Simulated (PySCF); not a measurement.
**C7H11B: electronic excitations**

Aim: predict the electronic excitations of C7H11B (`C#CB/C=C/CCC`).

The runs use PySCF 2.14.0, with density-fitted response routines of our own; the level of theory stands in each step. All values are computed, except where a source is named. Atoms count from 0, in the outputs and in this text.

### 1 The molecule as given

19 atoms, charge 0, multiplicity 1; geometry from: GFN2-xTB.

Bonds of the start (Å): C0–C1 1.21, C1–B2 1.51, B2–C3 1.54, C3–C4 1.34, C4–C5 1.49, C5–C6 1.53, C6–C7 1.52, C0–H8 1.05, B2–H9 1.17, C3–H10 1.08, C4–H11 1.08, C5–H12 1.10, C5–H13 1.10, C6–H14 1.09, C6–H15 1.09, C7–H16 1.09, C7–H17 1.09, C7–H18 1.09.

### 2 Excited states and response: B3LYP/def2-SVPD

Job settings and geometry (Å):

```
{"job": {"kind": "uv", "xc": "B3LYP", "basis": "def2-SVPD", "nstates": 8, "ntriplets": 3}, "charge": 0, "multiplicity": 1}
C      4.527926     1.540368    -0.345389
C      3.738795     0.628480    -0.333341
B      2.751251    -0.507605    -0.318173
C      1.243514    -0.204574    -0.215620
C      0.308719    -1.161473    -0.181857
C     -1.171768    -0.991716    -0.076989
C     -1.671471     0.446030     0.027972
C     -3.189759     0.494054     0.151239
H      5.218245     2.334494    -0.356517
H      3.142947    -1.611900    -0.382157
H      0.912801     0.826326    -0.163972
H      0.622102    -2.198804    -0.233997
H     -1.628215    -1.471175    -0.950727
H     -1.514415    -1.557863     0.796778
H     -1.363071     1.004184    -0.858286
H     -1.223048     0.923109     0.901749
H     -3.519245    -0.041799     1.039280
H     -3.536086     1.522288     0.225333
H     -3.659024     0.036828    -0.717623
```

With the program's defaults for keys left out, this is: TDDFT B3LYP/def2-SVPD, vertical, gas phase, core orbitals frozen in the response.

Started as:

```sh
> OMP_NUM_THREADS=1 python probes_run.py task.json out
```

One launch serves the whole session: the jobs run in the order shown.

Predict these results of the whole session: lowest singlet (B3LYP/def2-SVPD); brightest single state of those computed; lowest triplet.

As calculated:

| quantity | value |
| --- | --- |
| lowest singlet (B3LYP/def2-SVPD) | 3.98 eV (311 nm), f = 0.000 |
| brightest single state of those computed | state 2, 4.90 eV, f = 0.496 |
| lowest triplet | 3.40 eV |

What this shows: The lowest singlet, at 3.98 eV, is HOMO−1→LUMO 0.98 and is dark; of the 8 states computed, the strongest absorption comes from state 2 at 4.90 eV. The lowest triplet lies 0.58 eV below the lowest singlet (triplets in Tamm-Dancoff, singlets in full TDDFT).
